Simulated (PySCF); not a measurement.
# GaH2ClF− (SMILES [F][GaH2-][Cl]), step by step

Wanted: a structure relaxation (HF/cc-pVTZ), then vibrational wavenumbers, then the energy (NEVPT2(6,6)/6-311G), then the vertical excitations (TDA-SCAN/DZP) of GaH2ClF−. The job is set up through a Python script.

The results are computed with PySCF 2.14.0.

## Step 1: The molecule

GaH2ClF− has 5 atoms, charge -1, and is taken as a singlet. As SMILES, `[F][GaH2-][Cl]`. All atoms were displaced at random from a relaxed shape. The run starts from this shape.

Bond lengths: F1–Ga2 1.713 Å, Ga2–Cl3 2.278 Å, Ga2–H4 1.617 Å, Ga2–H5 1.505 Å. Angles: F1–Ga2–Cl3 107.1°, F1–Ga2–H4 109.5°, F1–Ga2–H5 114.4°, Cl3–Ga2–H4 107.9°, Cl3–Ga2–H5 98.3°, H4–Ga2–H5 118.3°.

## Step 2: A geometry optimisation at HF/cc-pVTZ (density fitting with def2-universal-jkfit) (run 1)

File input.py:

```python
from pyscf import gto
from pyscf.geomopt.geometric_solver import kernel as optimise

mol = gto.Mole()
mol.atom = [
    ('F', (-1.200404, 0.173183, 1.288477)),
    ('Ga', (-0.187166, 0.141926, -0.091831)),
    ('Cl', (1.663094, -1.066101, 0.461692)),
    ('H', (-0.940804, -0.629418, -1.296223)),
    ('H', (0.491189, 1.450465, -0.395987)),
]
mol.verbose = 4
mol.basis = 'cc-pvtz'
mol.charge = -1
mol.max_memory = 1860
mol.build()

hf = mol.RHF()
hf = hf.density_fit(auxbasis='def2-universal-jkfit')
converged, mol_eq = optimise(hf, maxsteps=100)
print('converged:', converged)
print(mol_eq.tostring())

hf.reset(mol_eq)
mol = mol_eq
hf.kernel()
etot = hf.e_tot
print('E(%s) = %.9f' % ('HF', etot))
```

Run with:

```sh
OMP_NUM_THREADS=1 python input.py
```

Output:

```text
PySCF version 2.14.0

[... 48 lines left out ...]
> Convergence Criteria:
[... 66 lines left out ...]
converged SCF energy = -2483.59114234432
[... 129 lines left out ...]
converged SCF energy = -2483.59952360634
[... 181 lines left out ...]
converged SCF energy = -2483.59957838035
[... 63 lines left out ...]
converged SCF energy = -2483.59957838035
E(HF) = -2483.599578380
```

It took 47 s on 1 thread of Intel Xeon at 2.50GHz (Skylake/Cascade Lake), shared host; peak memory 0.34 GiB.

Steps, from the record of the run:

| step | energy from the first frame kept (eV) | largest force (eV/Å) |
| --- | --- | --- |
| 0 | 0.0000 | 2.2613 |
| 1 | -0.2196 | 0.5240 |
| 2 | -0.2281 | 0.1570 |
| 3 | -0.2295 | 0.0279 |
| 4 | -0.2295 | 0.0142 |
| 5 | -0.2296 | 0.0038 |

After the run. Bond lengths: F1–Ga2 1.798 Å, Ga2–Cl3 2.309 Å, Ga2–H4 1.606 Å, Ga2–H5 1.606 Å. Angles: F1–Ga2–Cl3 105.3°, F1–Ga2–H4 109.1°, F1–Ga2–H5 109.1°, Cl3–Ga2–H4 107.5°, Cl3–Ga2–H5 107.5°, H4–Ga2–H5 117.7°.

## Step 3: The harmonic vibrations at HF/cc-pVTZ (density fitting with def2-universal-jkfit) (run 2)

File input.py:

```python
# [F][GaH2-][Cl]
import numpy
from pyscf import gto, scf, symm
from pyscf.hessian import thermo

mol = gto.Mole()
mol.atom = [
    ('F', (-1.402784, 0.414185, 1.073511)),
    ('Ga', (-0.345282, 0.351988, -0.379204)),
    ('Cl', (1.456585, -0.954305, 0.234371)),
    ('H', (-1.118710, -0.415926, -1.559337)),
    ('H', (0.210356, 1.827233, -0.687754)),
]
mol.basis = 'cc-pvtz'
mol.charge = -1
mol.spin = 0
mol.max_memory = 1860
mol.verbose = 4
mol.build()

calc0 = scf.RHF(mol)
calc0 = calc0.density_fit(auxbasis='def2-universal-jkfit')
calc0.kernel()

energy = calc0.e_tot
print('E = %.10f Eh' % energy)
hess = calc0.Hessian().kernel()
modes = thermo.harmonic_analysis(mol, hess)
print('frequencies (1/cm)', numpy.round(modes['freq_wavenumber'], 1))
symm.geom.TOLERANCE = 1e-3  # for the symmetry number
th = thermo.thermo(calc0, modes['freq_au'], 800, 101325)
thermo.dump_thermo(mol, th)
```

Run with:

```sh
OMP_NUM_THREADS=1 python input.py
```

Output:

```text
PySCF version 2.14.0

[... 60 lines left out ...]
converged SCF energy = -2483.5995783806
[... 16 lines left out ...]
Gibbs free energy [Eh] -2483.67733
```

Wall time 2 min (1 thread of Intel Xeon at 2.50GHz (Skylake/Cascade Lake), shared host); peak memory 1.5 GiB.

## Step 4: A single-point energy at NEVPT2(6,6)/6-311G (Cartesian functions) (run 3)

File calc.py:

```python
# [F][GaH2-][Cl]
from pyscf import gto, mcscf, mrpt

molecule = gto.Mole()
molecule.atom = [
    ('F', (-1.197634, 0.183563, 1.330420)),
    ('Ga', (-0.140132, 0.121366, -0.122295)),
    ('Cl', (1.661735, -1.184927, 0.491280)),
    ('H', (-0.913563, -0.646553, -1.302430)),
    ('H', (0.415503, 1.596606, -0.430847)),
]
molecule.cart = True
molecule.max_memory = 1860
molecule.charge = -1
molecule.verbose = 4
molecule.basis = '6-311g'
molecule.build()

calc0 = molecule.RHF()
calc0.kernel()

cas = mcscf.CASSCF(calc0, 6, 6)
cas.fix_spin_(ss=0.0)
cas.natorb = True
cas.kernel()
e_pt2 = mrpt.NEVPT(cas).kernel()
e_final = cas.e_tot + e_pt2
print('Final energy', e_final)
dip = calc0.dip_moment()
pop, q = calc0.mulliken_pop()
```

Run with:

```sh
OMP_NUM_THREADS=1 python calc.py
```

Output:

```text
PySCF version 2.14.0

[... 84 lines left out ...]
sorting_mo_energy = False
[... 63 lines left out ...]
Natural orbital (expansion on meta-Lowdin AOs) in CAS space
[... 105 lines left out ...]
Natural orbital (expansion on meta-Lowdin AOs) in CAS space
[... 107 lines left out ...]
Final energy -2484.1734852414234
[... 4 lines left out ...]
Dipole moment(X, Y, Z, Debye): -1.60993,  2.04095, -2.68131
[... 87 lines left out ...]
charge of    4H =     -0.38294
```

Run time: 67 s. Hardware: 1 thread of Intel Xeon at 2.50GHz (Skylake/Cascade Lake), shared host; peak memory 0.24 GiB.

## Step 5: The excited states at TDA-SCAN/DZP (density fitting with def2-universal-jkfit, spin of roots singlet) (run 4)

File job.py:

```python
from pyscf import gto, dft, tdscf

mol = gto.M(
    atom=[
    ('F', (-1.197634, 0.183563, 1.330420)),
    ('Ga', (-0.140132, 0.121366, -0.122295)),
    ('Cl', (1.661735, -1.184927, 0.491280)),
    ('H', (-0.913563, -0.646553, -1.302430)),
    ('H', (0.415503, 1.596606, -0.430847)),
],
    verbose=4,
    charge=-1,
    spin=0,
    max_memory=1860,
    basis='dzp',
)

mf = dft.RKS(mol)
mf.xc = 'scan'
mf = mf.density_fit(auxbasis='def2-universal-jkfit')
mf.kernel()

e_final = mf.e_tot
print('E = %.10f Eh' % e_final)

td = tdscf.TDA(mf)
td.nstates = 6
td.kernel()
td.analyze()
roots = td.e * 27.211386
osc = td.oscillator_strength()
print('state   eV      nm      f')
for i, (w, f) in enumerate(zip(roots, osc), 1):
    print('%3d %9.4f %8.1f %9.5f' % (i, w, 1239.842 / w, f))
```

Run with:

```sh
OMP_NUM_THREADS=1 python job.py
```

Output:

```text
PySCF version 2.14.0

[... 75 lines left out ...]
converged SCF energy = -2486.4005148109
[... 34 lines left out ...]
** Transition electric dipole moments (AU) **
[... 8 lines left out ...]
** Transition velocity dipole moments (imaginary part, AU) **
[... 8 lines left out ...]
** Transition magnetic dipole moments (imaginary part, AU) **
state          X           Y           Z
  1         0.2835      0.1951     -0.9376
  2         0.2569      0.3762      0.1722
  3        -0.6600      0.6472     -0.6299
  4        -0.3768      0.1435      0.2064
  5         0.0250      0.0542      0.0246
  6         0.8605     -0.3336     -0.4472
state   eV      nm      f
  1    7.3381    169.0   0.03971
  2    7.7698    159.6   0.02693
  3    7.8393    158.2   0.00269
  4    8.0398    154.2   0.00313
  5    8.2783    149.8   0.04739
  6    8.4363    147.0   0.07851
```

Run time: 3.1 min. Hardware: 1 thread of Intel Xeon at 2.50GHz (Skylake/Cascade Lake), shared host; peak memory 0.6 GiB.

The roots found:

| excited state | energy (eV) | strength |
| --- | --- | --- |
| 1 | 7.338 | 0.0397 |
| 2 | 7.770 | 0.0269 |
| 3 | 7.839 | 0.0027 |
| 4 | 8.040 | 0.0031 |
| 5 | 8.278 | 0.0474 |
| 6 | 8.436 | 0.0785 |

## Step 6: Outcome

```
                                                                        quantity             value
                                      run 1, HF/cc-pVTZ: total energy at the end    -2483.59958 Eh
                                                  run 1, HF/cc-pVTZ: HOMO energy          -5.95 eV
                                                  run 1, HF/cc-pVTZ: LUMO energy           7.84 eV
        run 1, HF/cc-pVTZ: HOMO–LUMO gap (to an unbound level, set by the basis)          13.79 eV
                                   run 2, HF/cc-pVTZ: lowest harmonic wavenumber          172 cm⁻¹
                                  run 2, HF/cc-pVTZ: highest harmonic wavenumber         1895 cm⁻¹
                                            run 2, HF/cc-pVTZ: zero-point energy       44.6 kJ/mol
       run 2, HF/cc-pVTZ: ideal-gas entropy at 800 K (symmetry number 1 as used)  91.2 cal/(mol K)
                                         run 3, NEVPT2(6,6)/6-311G: total energy    -2484.17349 Eh
                  run 3, NEVPT2(6,6)/6-311G: HOMO energy (Hartree–Fock orbitals)          -6.19 eV
                  run 3, NEVPT2(6,6)/6-311G: LUMO energy (Hartree–Fock orbitals)           6.68 eV
run 3, NEVPT2(6,6)/6-311G: HOMO–LUMO gap (to an unbound level, set by the basis)          12.87 eV
                          run 4, TDA-SCAN/DZP: ground-state or mean-field energy    -2486.40051 Eh
                      run 4, TDA-SCAN/DZP: HOMO energy (SCAN Kohn–Sham orbitals)          -1.81 eV
                      run 4, TDA-SCAN/DZP: LUMO energy (SCAN Kohn–Sham orbitals)           5.31 eV
      run 4, TDA-SCAN/DZP: HOMO–LUMO gap (to an unbound level, set by the basis)           7.12 eV
                           run 4, TDA-SCAN/DZP: lowest singlet excitation energy           7.34 eV
```

The optimisation (run 1, HF/cc-pVTZ) took 5 steps and changed the energy by -0.230 eV. Mulliken charges (run 1, HF/cc-pVTZ) run from -0.60 on Cl3 to +0.78 on Ga2. All 9 modes (run 2, HF/cc-pVTZ) are real, so the shape is a minimum at this level. The brightest of the 6 transitions from the ground state lies at 8.44 eV (147 nm, f = 0.079); the lowest, at 7.34 eV, has f = 0.040. For an anion, states without diffuse functions may be basis-held continuum. Roots above 1.8 eV lie over the negative of the HOMO energy, where those of Rydberg kind are poorly described; valence roots are less touched.
